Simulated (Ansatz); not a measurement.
# YTe: how the settings move a single-point run

How sensitive is a single-point run of YTe to its settings? A reference run comes first, then one run with altered input.

The COD entry's cell or inner coordinates are ideal or old and differ from later refinements, so a difference from it is no clean test against experiment.

Program: Ansatz 0.2.0. Level of theory: reference: DFT, LDA, PAW with Ansatz's default frozen-core files, scalar-relativistic. These are calculated values, not measurements.

## 1. The structure to begin with

The structure is cubic, space group Fm-3m (No. 225). The conventional cell has a = 6.080 Å, b = 6.080 Å, c = 6.080 Å, α = 90.00°, β = 90.00°, γ = 90.00°. Y (site symmetry m-3m) has 6 Te at 3.04 Å in its first shell of neighbours. Te (site symmetry m-3m) has 6 Y at 3.04 Å in its first shell of neighbours.

Coordinates:

```xyz
2
Lattice="0.0000 3.0400 3.0400 3.0400 0.0000 3.0400 3.0400 3.0400 0.0000" Properties=species:S:1:pos:R:3 pbc="T T T"
Y     3.0400    3.0400    3.0400
Te    0.0000    0.0000    0.0000
```

## 2. The reference run

input.yaml

```yaml
crystal:
  lattice:
    - [0.0, 3.04, 3.04]
    - [3.04, 0.0, 3.04]
    - [3.04, 3.04, 0.0]
  atoms:
    - { symbol: "Y", position: [0.5, 0.5, 0.5] }
    - { symbol: Te, position: [0.0, 0.0, 0.0] }
kpoints:
  mp_grid: { grid: [9, 9, 9] }
scf:
  occupations: { method: fermi_dirac, width: 0.05 }
hamiltonian:
  xc: lda
  pseudopotentials: { kind: paw }
output:
  forces: true
  stress: true
  eigenvalues: true
  populations: true
```

Started as:

```console
$ ansatz run input.yaml --threads 1 --pin off --max-ram 2048MiB --backend cpu --events-out ev --progress --plain --runs-dir out
```

## 3. Changed: structure, spin_polarized true

input.yaml, as its differences from that of step 2:

```diff
@@ -6,4 +6,4 @@
   atoms:
-    - { symbol: "Y", position: [0.5, 0.5, 0.5] }
-    - { symbol: Te, position: [0.0, 0.0, 0.0] }
+    - { symbol: "Y", position: [0.485, 0.485, 0.515], spin: 0.2 }
+    - { symbol: Te, position: [0.015, 0.015, -0.015], spin: 0.2 }
 kpoints:
@@ -20 +20,3 @@
   populations: true
+magnetization:
+  spin_polarized: true
```

What does the calculation give? Wanted: for each run, ending; energy change; pressure; gap; force.

The runs gave:

| run | ending | energy change | pressure (GPa) | gap (eV) | force (eV/Å) | cycles | time |
| --- | --- | --- | --- | --- | --- | --- | --- |
| reference | converged | 0 | -1.8 | 0.00 | 0.00 | 6 | 3.2 s |
| 1: structure, spin_polarized true | converged | +50.6 meV/atom | -0.8 | 0.00 | 1.15 | 9 | 21 s |

Residual by cycle in the longest SCF loop of each run; runs are numbered as in the table. The quantity is the density residual dr2, in eV.

| cycle | reference | run 1 |
| --- | --- | --- |
| 1 | 0.00411 | 1.06 |
| 2 | 0.00138 | 0.546 |
| 3 | 8.1e-5 | 0.00643 |
| 4 | 1.2e-5 | 0.00146 |
| 5 | 7.6e-7 | 1.3e-4 |
| 6 | 7.6e-8 | 1.0e-5 |
| 7 | - | 1.0e-6 |
| 8 | - | 5.6e-8 |
| 9 | - | 4.1e-9 |

What this shows: Changing the structure and spin polarisation moves the energy by +50.6 meV/atom, and the pressure goes from -1.8 to -0.8 GPa and the largest force goes from 0.00 to 1.15 eV/Å. The moments died out, so spin adds nothing to this shift. Cost: 9 SCF cycles against 6, 21 s against 3.2 s.
